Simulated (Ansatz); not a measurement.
# C₂H₉BSSi: one species, many methods

Aim: compute C₂H₉BSSi with functionals from several rungs and with coupled cluster. The yardstick is the atomisation energy at the CCSD(T) limit.

Method: functionals in def2-TZVPP, the program's frozen cores in correlated methods; program: Ansatz 0.2.0, Gaussian basis.

Plan: LDA (SPW92), PBE-D4, revPBE-D4, BLYP-D4, r2SCAN-D4, B97M-V, PBE0-D4, B3LYP-D4, r2SCANh-D4, r2SCAN0-D4, HSE06-D4, BHLYP-D4, CAM-B3LYP-D4, LC-ωPBE, ωB97X-V, ωB97M-V, B2PLYP, PBE-QIDH; CCSD(T)/def2-SVP; CCSD(T)/def2-TZVPP; MP2/def2-QZVPP; extrapolation to the limit; RPA on PBE.

### Step 1. The relaxed structure

The geometry comes from an earlier relaxation with PBE0-D4 in a triple-zeta def2 set; it is a stationary point, not always the lowest conformer.

SMILES `CB[SiH2]SC`, 14 atoms, charge 0, spin multiplicity 1.

Atoms are counted from 1 here; the program's logs count them from 0.

Bond lengths: C1–B2 1.548 Å, C1–H6 1.106 Å, C1–H7 1.091 Å, C1–H8 1.092 Å, B2–Si3 2.016 Å, B2–H9 1.201 Å, Si3–S4 2.134 Å, Si3–H10 1.495 Å, Si3–H11 1.495 Å, S4–C5 1.815 Å, C5–H12 1.090 Å, C5–H13 1.090 Å, C5–H14 1.090 Å. Angles: B2–C1–H6 102.9°, B2–C1–H7 116.0°, B2–C1–H8 114.7°, H6–C1–H7 106.0°, H6–C1–H8 105.4°, H7–C1–H8 110.5°, C1–B2–Si3 124.2°, C1–B2–H9 119.1°, Si3–B2–H9 116.6°, B2–Si3–S4 109.6°, B2–Si3–H10 110.6°, B2–Si3–H11 111.2°, S4–Si3–H10 109.8°, S4–Si3–H11 109.8°, H10–Si3–H11 105.8°, Si3–S4–C5 100.5°, S4–C5–H12 110.9°, S4–C5–H13 110.9° and more.

### Step 2. LDA

This LDA is Slater exchange with PW92 correlation.

Input file in.yaml:

```yaml
crystal:
  periodic: [false, false, false]
  atoms:
    - {symbol: C, position_ang: [-1.931709, 1.265123, 1.277392]}
    - {symbol: B, position_ang: [-0.418140, 1.544282, 1.112124]}
    - {symbol: Si, position_ang: [0.840667, 0.373265, 0.058594]}
    - {symbol: S, position_ang: [-0.249493, -1.227606, -0.836947]}
    - {symbol: C, position_ang: [1.087360, -2.090116, -1.709664]}
    - {symbol: H, position_ang: [-1.974475, 0.682933, 2.216355]}
    - {symbol: H, position_ang: [-2.389128, 0.635308, 0.512680]}
    - {symbol: H, position_ang: [-2.541943, 2.153005, 1.457792]}
    - {symbol: H, position_ang: [0.071426, 2.476428, 1.690798]}
    - {symbol: H, position_ang: [1.534435, 1.167961, -1.001375]}
    - {symbol: H, position_ang: [1.924238, -0.177299, 0.929482]}
    - {symbol: H, position_ang: [1.841462, -2.449485, -1.009376]}
    - {symbol: H, position_ang: [1.551746, -1.439056, -2.450497]}
    - {symbol: H, position_ang: [0.640553, -2.944043, -2.218458]}
basis:
  gaussian: {orbitals: def2-TZVPP}
hamiltonian: {xc: lda}
output: {orbitals: {seedname: orbitals}}
```

Run with:

```console
$ ansatz run in.yaml --threads 4 --pin off --events-out ev --progress --plain --max-ram 10444MiB
```

After this run come: PBE-D4 (GGA); revPBE-D4 (GGA); BLYP-D4 (GGA); r2SCAN-D4 (meta-GGA); B97M-V (meta-GGA); PBE0-D4 (hybrid); B3LYP-D4 (hybrid); r2SCANh-D4 (hybrid); r2SCAN0-D4 (hybrid); HSE06-D4 (hybrid); BHLYP-D4 (hybrid); CAM-B3LYP-D4 (range-separated); LC-ωPBE (range-separated); ωB97X-V (range-separated); ωB97M-V (range-separated); B2PLYP (double hybrid); PBE-QIDH (double hybrid); CCSD(T) in def2-SVP; CCSD(T) in def2-TZVPP; MP2 in def2-QZVPP; RPA on PBE orbitals.

Before running them: what should the planned runs give, taken together? Wanted: atomisation energy, CCSD(T)/CBS; farthest beyond LDA; mean size of error, GGA; mean size of error, meta-GGA; mean size of error, hybrid; mean size of error, range-separated; mean size of error, double hybrid; gap, smallest and largest; T1 diagnostic.

The runs gave:

| quantity | value |
| --- | --- |
| atomisation energy, CCSD(T)/CBS | 50.693 eV |
| functionals within 0.253 eV (0.5 %) | B3LYP-D4, r2SCANh-D4, r2SCAN0-D4, LC-ωPBE, PBE-QIDH |
| farthest beyond LDA | BHLYP-D4 (-0.679 eV) |
| mean size of error, GGA | 0.396 eV |
| mean size of error, meta-GGA | 0.422 eV |
| mean size of error, hybrid | 0.273 eV |
| mean size of error, range-separated | 0.277 eV |
| mean size of error, double hybrid | 0.295 eV |
| gap, smallest and largest | 2.55 eV (LDA (SPW92)), 9.88 eV (LC-ωPBE) |
| T1 diagnostic | 0.0112 |
| triples share of the correlation energy | 3.9 % |

LDA overbinds by 6.341 eV (13 %). PBE-D4 is off by +0.646 eV. Double hybrids carry the basis error of their MP2 part in triple zeta, and no dispersion term here, so their miss is partly the set-up's. Taken by rung, hybrid functionals do best (0.273 eV on average) and meta-GGA ones worst beyond LDA (0.422 eV). The gap between the best rungs is small, so their order is not settled. The reference freezes the cores and leaves out relativity and excitations past (T), so misses under about 0.253 eV can't be ranked. Hartree-Fock recovers 76 % of the binding; the rest is correlation. CCSD(T) in def2-SVP is off by -2.647 eV, worse than the median functional, from the basis alone. Orbital gaps span 2.5 to 9.9 eV; exact exchange widens them.
